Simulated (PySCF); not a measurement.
# GeH2ClF (SMILES [F][GeH2][Cl]): levels of theory compared

Wanted: a comparison of 5 runs (CAM-B3LYP/6-31G, B3LYP/6-31G*, wB97X/6-31G**, B2PLYP/def2-TZVP) of GeH2ClF. Input form: a Python script.

Program for the calculation: PySCF 2.14.0.

**1. The structure to begin with**

The species is GeH2ClF (5 atoms), meant as a singlet with charge 0. As SMILES, `[F][GeH2][Cl]`. The coordinates come from a PBE0-D4/def2-TZVP relaxation.

Bond lengths: F1–Ge2 1.730 Å, Ge2–Cl3 2.133 Å, Ge2–H4 1.528 Å, Ge2–H5 1.528 Å. Angles: F1–Ge2–Cl3 106.4°, F1–Ge2–H4 107.1°, F1–Ge2–H5 107.1°, Cl3–Ge2–H4 109.1°, Cl3–Ge2–H5 109.1°, H4–Ge2–H5 117.4°.

**2. Energy and forces at CAM-B3LYP/6-31G (run 1)**

Input file calc.py:

```python
from pyscf import gto, dft

molecule = gto.M(
    atom='''
F     -0.457314    -0.959981     3.002019
Ge     0.264373    -0.168564    -0.085983
Cl    -2.627286     2.352520    -1.320730
H      0.127745    -2.599318    -1.639148
H      2.786779     1.236259    -0.034582
''',
    verbose=4,
    basis='6-31g',
    unit='bohr',
    max_memory=1860,
    spin=0,
)

ks = dft.RKS(molecule)
ks.xc = 'cam-b3lyp'
ks.conv_tol = 1e-10
ks.grids.level = 5
ks.kernel()
if not ks.converged:
    ks = ks.newton().run(ks.mo_coeff, ks.mo_occ)

etot = ks.e_tot
print('Final energy', etot)
grad = ks.nuc_grad_method().kernel()
dip = ks.dip_moment()
pop, q = ks.mulliken_pop()
```

Launch:

```sh
$ OMP_NUM_THREADS=1 python calc.py
```

Output:

```text
PySCF version 2.14.0

[... 73 lines left out ...]
converged SCF energy = -2638.00004014692
Final energy -2638.000040146917
[... 12 lines left out ...]
Dipole moment(X, Y, Z, Debye):  2.50787, -1.03071, -1.69178
[... 59 lines left out ...]
charge of    4H =     -0.04608
```

It took 23 s on 1 thread of Arm Neoverse V2, shared host; peak memory 0.55 GiB.

**3. Energy and forces at B3LYP/6-31G(d) (spherical functions) (run 2)**

Input file input.py:

```python
from pyscf import gto, dft

system = gto.Mole()
system.atom = '''
F       -0.242000      -0.508000       1.588600
Ge       0.139900      -0.089200      -0.045500
Cl      -1.390300       1.244900      -0.698900
H        0.067600      -1.375500      -0.867400
H        1.474700       0.654200      -0.018300
'''
system.spin = 0
system.charge = 0
system.verbose = 3
system.max_memory = 1860
system.basis = '6-31g*'
system.build()

mf = dft.RKS(system)
mf.xc = 'b3lyp'
mf.grids.level = 5
mf.conv_tol = 1e-10
mf.kernel()
if not mf.converged:
    mf = mf.newton().run(mf.mo_coeff, mf.mo_occ)

e_tot = mf.e_tot
print('E = %.10f Eh' % e_tot)
grad = mf.nuc_grad_method().kernel()
dip = mf.dip_moment()
pop, q = mf.mulliken_pop()
```

Launch:

```sh
$ OMP_NUM_THREADS=1 python input.py
```

Output:

```text
converged SCF energy = -2638.0627362518
E = -2638.0627362518 Eh
--------------- RKS gradients ---------------
         x                y                z
0 F     0.0013451725     0.0019285386    -0.0068682693
1 Ge    -0.0056409169     0.0046005788    -0.0015713742
2 Cl     0.0078472214    -0.0072725230     0.0043833148
3 H     0.0001004425     0.0030667160     0.0031523756
4 H    -0.0036539734    -0.0023297841     0.0009020271
----------------------------------------------
Dipole moment(X, Y, Z, Debye):  1.82763, -0.71795, -1.31216
 ** Mulliken pop  **
pop of  0 F 1s            1.99722
pop of  0 F 2s            0.93059
pop of  0 F 3s            1.03648
pop of  0 F 2px           1.14109
pop of  0 F 2py           1.14116
pop of  0 F 2pz           1.01163
pop of  0 F 3px           0.74093
pop of  0 F 3py           0.73913
pop of  0 F 3pz           0.63666
pop of  0 F 3dxy          0.00028
pop of  0 F 3dyz          0.00277
pop of  0 F 3dz^2         0.00517
pop of  0 F 3dxz          0.00267
pop of  0 F 3dx2-y2       0.00028
pop of  1 Ge 1s           1.99996
pop of  1 Ge 2s           1.99949
pop of  1 Ge 3s           1.99886
pop of  1 Ge 4s           1.25142
pop of  1 Ge 5s           0.04574
pop of  1 Ge 2px          1.99972
pop of  1 Ge 2py          1.99972
pop of  1 Ge 2pz          1.99966
pop of  1 Ge 3px          1.99599
pop of  1 Ge 3py          1.99615
pop of  1 Ge 3pz          1.99600
pop of  1 Ge 4px          0.68193
pop of  1 Ge 4py          0.72140
pop of  1 Ge 4pz          0.46851
pop of  1 Ge 5px          0.04866
pop of  1 Ge 5py          0.06218
pop of  1 Ge 5pz          0.02234
pop of  1 Ge 3dxy         1.37169
pop of  1 Ge 3dyz         1.37537
pop of  1 Ge 3dz^2        1.37586
pop of  1 Ge 3dxz         1.37222
pop of  1 Ge 3dx2-y2      1.37099
pop of  1 Ge 4dxy         0.58774
pop of  1 Ge 4dyz         0.58743
pop of  1 Ge 4dz^2        0.58766
pop of  1 Ge 4dxz         0.58869
pop of  1 Ge 4dx2-y2      0.58816
pop of  1 Ge 5dxy         0.09704
pop of  1 Ge 5dyz         0.11054
pop of  1 Ge 5dz^2        0.08638
pop of  1 Ge 5dxz         0.08379
pop of  1 Ge 5dx2-y2      0.09282
pop of  2 Cl 1s           1.99967
pop of  2 Cl 2s           1.99695
pop of  2 Cl 3s           1.41440
pop of  2 Cl 4s           0.52198
pop of  2 Cl 2px          1.99058
pop of  2 Cl 2py          1.99095
pop of  2 Cl 2pz          1.99167
pop of  2 Cl 3px          1.16512
pop of  2 Cl 3py          1.19899
pop of  2 Cl 3pz          1.25804
pop of  2 Cl 4px          0.48253
pop of  2 Cl 4py          0.52107
pop of  2 Cl 4pz          0.61273
pop of  2 Cl 3dxy         0.00571
pop of  2 Cl 3dyz         0.00166
pop of  2 Cl 3dz^2        0.00167
pop of  2 Cl 3dxz         0.00217
pop of  2 Cl 3dx2-y2      0.00219
pop of  3 H 1s            0.48606
pop of  3 H 2s            0.45983
pop of  4 H 1s            0.48608
pop of  4 H 2s            0.45978
 ** Mulliken atomic charges  **
charge of    0F =     -0.38606
charge of    1Ge =      0.43590
charge of    2Cl =     -0.15809
charge of    3H =      0.05411
charge of    4H =      0.05414
```

Wall time 19 s (1 thread of Arm Neoverse V2, shared host); peak memory 0.67 GiB.

Runs 3 to 4 aren't shown in full; the table further down has their settings and results.

**4. The energy at B2PLYP/def2-TZVP (run 5)**

Input file job.py:

```python
from pyscf import gto, dft, mp

system = gto.M(
    atom=[
    ('F', (-0.242000, -0.508000, 1.588600)),
    ('Ge', (0.139900, -0.089200, -0.045500)),
    ('Cl', (-1.390300, 1.244900, -0.698900)),
    ('H', (0.067600, -1.375500, -0.867400)),
    ('H', (1.474700, 0.654200, -0.018300)),
],
    verbose=4,
    spin=0,
    charge=0,
    basis='def2-tzvp',
    max_memory=1860,
)

ks = dft.RKS(system, xc='0.53*HF + 0.47*B88, 0.73*LYP')
ks.conv_tol = 1e-10
ks.grids.level = 5
ks.kernel()
if not ks.converged:
    ks = ks.newton().run(ks.mo_coeff, ks.mo_occ)

pt = mp.MP2(ks, frozen=15).run()
e_tot = ks.e_tot + 0.27 * pt.e_corr
print('PT2 part  %.8f' % (0.27 * pt.e_corr))
print(f'total energy: {e_tot:.8f} hartree')
ks.analyze()
```

Launch:

```sh
$ OMP_NUM_THREADS=1 python job.py
```

Output:

```text
PySCF version 2.14.0

[... 92 lines left out ...]
DFT Exchange-Correlation Energy =     -117.883528279412502
[... 17 lines left out ...]
MO #16  energy= -1.46806380971155  occ= 2
[... 15 lines left out ...]
MO #32  energy= 0.0432892603146991 occ= 0
[... 15 lines left out ...]
MO #48  energy= 0.500700909233043  occ= 0
[... 15 lines left out ...]
MO #64  energy= 1.13801308429459   occ= 0
[... 15 lines left out ...]
MO #80  energy= 2.15628557092296   occ= 0
[... 15 lines left out ...]
MO #96  energy= 2.66555485716102   occ= 0
[... 15 lines left out ...]
MO #112 energy= 7.093596081095     occ= 0
[... 15 lines left out ...]
MO #128 energy= 57.5995295511123   occ= 0
[... 136 lines left out ...]
Dipole moment(X, Y, Z, Debye):  1.73925, -0.56112, -1.54064
```

It took 26 s on 1 thread of Arm Neoverse V2, shared host; peak memory 0.75 GiB.

**5. All runs side by side**

| run | level | Cartesian functions | task | energy (Eh) | dipole moment (D) | HOMO energy (eV) | LUMO energy (eV) | wall time |
| --- | --- | --- | --- | --- | --- | --- | --- | --- |
| 1 | CAM-B3LYP/6-31G | no | gradient | -2638.000040 | 3.20 | -10.61 | 0.49 | 23 s |
| 2 | B3LYP/6-31G* (spherical functions) | no | gradient | -2638.062736 | 2.36 | -8.80 | -0.39 | 19 s |
| 3 | B3LYP/6-31G* (Cartesian functions) | yes | gradient | -2638.072935 | 2.35 | -8.81 | -0.43 | 20 s |
| 4 | wB97X/6-31G** (spherical functions) | no | gradient | -2638.030004 | 2.51 | -11.51 | 2.03 | 37 s |
| 5 | B2PLYP/def2-TZVP | no | energy | -2637.829669 | 2.39 | -10.45 | 0.97 | 26 s |

**6. Summary of results**

| quantity | value |
| --- | --- |
| run 5: total energy | -2637.82967 Eh |
| run 5: dipole moment (SCF part) | 2.39 D |
| run 5: HOMO energy (SCF part's orbitals) | -10.45 eV |
| run 5: LUMO energy (SCF part's orbitals) | 0.97 eV |
| run 5: HOMO–LUMO gap (SCF part's orbitals) | 11.43 eV |

What this shows: The dipole moment (its size) runs from 2.35 D (B3LYP/6-31G*) to 3.20 D (CAM-B3LYP/6-31G). The two ends differ in method and basis. The HOMO–LUMO gap runs from 8.38 eV (B3LYP/6-31G*) to 13.54 eV (wB97X/6-31G**). Totals of different functionals can't be ranked against each other. All runs together took 2.1 min, the longest 37 s.
